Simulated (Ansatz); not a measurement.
**AsF3 (SMILES F[As](F)F): CCSDT/STO-3G**

Aim: the electronic atomisation energy of AsF3 at CCSDT/STO-3G, from 3 runs. 

Program for the calculation: Ansatz 0.2.0.

37 further runs of the same task are left out: 10 that didn't finish, 27 set aside as unsound or not needed.

### 1 The molecule

The species is AsF3 (4 atoms), meant as a singlet with charge 0. SMILES: `F[As](F)F`. The shape is that of a PBE0-D4/def2-TZVP optimisation.

Bond lengths: F1–As2 1.715 Å, As2–F3 1.715 Å, As2–F4 1.715 Å. Angles: F1–As2–F3 95.9°, F1–As2–F4 95.9°, F3–As2–F4 95.9°.

### 2 The energy at CCSDT/STO-3G

molecule.yaml

```yaml
basis:
  gaussian:
    orbitals: STO-3G
crystal:
  periodic: [false, false, false]
  atoms:
    - {symbol: F, position_ang: [-0.445870, 0.395590, 1.362650]}
    - {symbol: As, position_ang: [-0.461950, -0.457240, -0.125630]}
    - {symbol: F, position_ang: [1.203970, -0.865930, -0.112740]}
    - {symbol: F, position_ang: [-0.296160, 0.927580, -1.124280]}
correlation:
  method: ccsdt
  frozen_orbitals: {As: 9, F: 1}
accuracy: high
scf:
  omitted_lower_state_checks: [cluster_reference, increment]
```

On the command line:

```
$ ansatz run molecule.yaml --threads 1 --pin off --max-ram 3480MiB --events-out events.jsonl --progress --plain --runs-dir runs
```

The log of the run (excerpt; [...] marks lines left out):

```text
Warning: RAYON_NUM_THREADS=1 ignored (pool sized by the plan → 1); use --threads N
Functional definition: HF
  name "HF"
[...]
564 factors; integrals over basis functions are off by at most 1.6e-8 eV
[...]
mean field -68120.67659594 eV, -2503.3886910478 hartree, gradient 1.7e-8 eV, S^2 0.000000; 0 other end points of the search recorded, 0 dependent functions left out
12 core orbitals not correlated: weight in the atoms' cores, before any rotation towards them, 1.000 or more for the frozen orbitals, at most 0.000 for the correlated occupied ones
reference -68120.67659594 eV, -2503.3886910478 hartree; 18, 18 occupied and 3, 3 virtual orbitals, 564 factors
second order -2.19889549 eV of doubles, -0.00000000 eV of singles
cycle   1  -2.48132430 eV  change   -2.8e-1 eV  update   9.7e-2
[...]
cycle  24  -2.97104037 eV  change    1.7e-9 eV  update   3.5e-9
Total energy: -68123.64763631 eV, -2503.4978747676 hartree
Checks for a lower state left out: cluster_reference, increment
```

Wall time 0.94 s (1 thread of Arm Neoverse V2, shared host).

### 3 The As atom at the same level

molecule.yaml

```yaml
crystal:
  periodic: [false, false, false]
  atoms:
    - symbol: As
      position_ang: [0.000000, 0.000000, 0.000000]
basis:
  gaussian: {orbitals: STO-3G}
magnetization: {spin_polarized: true, initial_magnetization: 3}
correlation: {method: ccsdt, frozen_orbitals: {As: 9}}
accuracy: high
scf: {omitted_lower_state_checks: [cluster_reference, increment]}
```

Run the same way, it converges to -2209.26373 Eh (log not shown).

### 4 The F atom

input.yaml

```yaml
crystal:
  periodic: [false, false, false]
  atoms:
    - symbol: F
      position_ang: [0.000000, 0.000000, 0.000000]
basis:
  gaussian: {orbitals: STO-3G}
magnetization: {spin_polarized: true, initial_magnetization: 1}
correlation: {method: ccsdt, frozen_orbitals: {F: 1}}
accuracy: high
scf: {omitted_lower_state_checks: [cluster_reference, increment]}
```

Run the same way, it converges to -97.98651 Eh (log not shown).

### 5 Results

Level: CCSDT/STO-3G, 12 core orbitals frozen.

| quantity | value |
| --- | --- |
| molecule: total energy | -2503.49787 Eh |
| molecule: correlation energy (12 core orbitals frozen) | -109.2 mEh |
| molecule: T1 diagnostic | 0.012 |
| As atom: total energy | -2209.26373 Eh |
| As atom: correlation energy (9 core orbitals frozen) | -0.1 mEh |
| As atom: ⟨S²⟩ of the reference determinant | 3.750 |
| As atom: T1 diagnostic | 0.000 |
| F atom: total energy | -97.98651 Eh |
| F atom: correlation energy (1 core orbital frozen) | 0.0 mEh |
| F atom: ⟨S²⟩ of the reference determinant | 0.750 |
| F atom: T1 diagnostic | 0.000 |
| electronic atomisation energy | 7.473 eV |

**Reading.** Taking the molecule apart into free atoms costs 7.47 eV (172 kcal/mol), before zero-point energy and without spin-orbit coupling. In a minimal basis such a difference can be off by several eV, whatever the method.
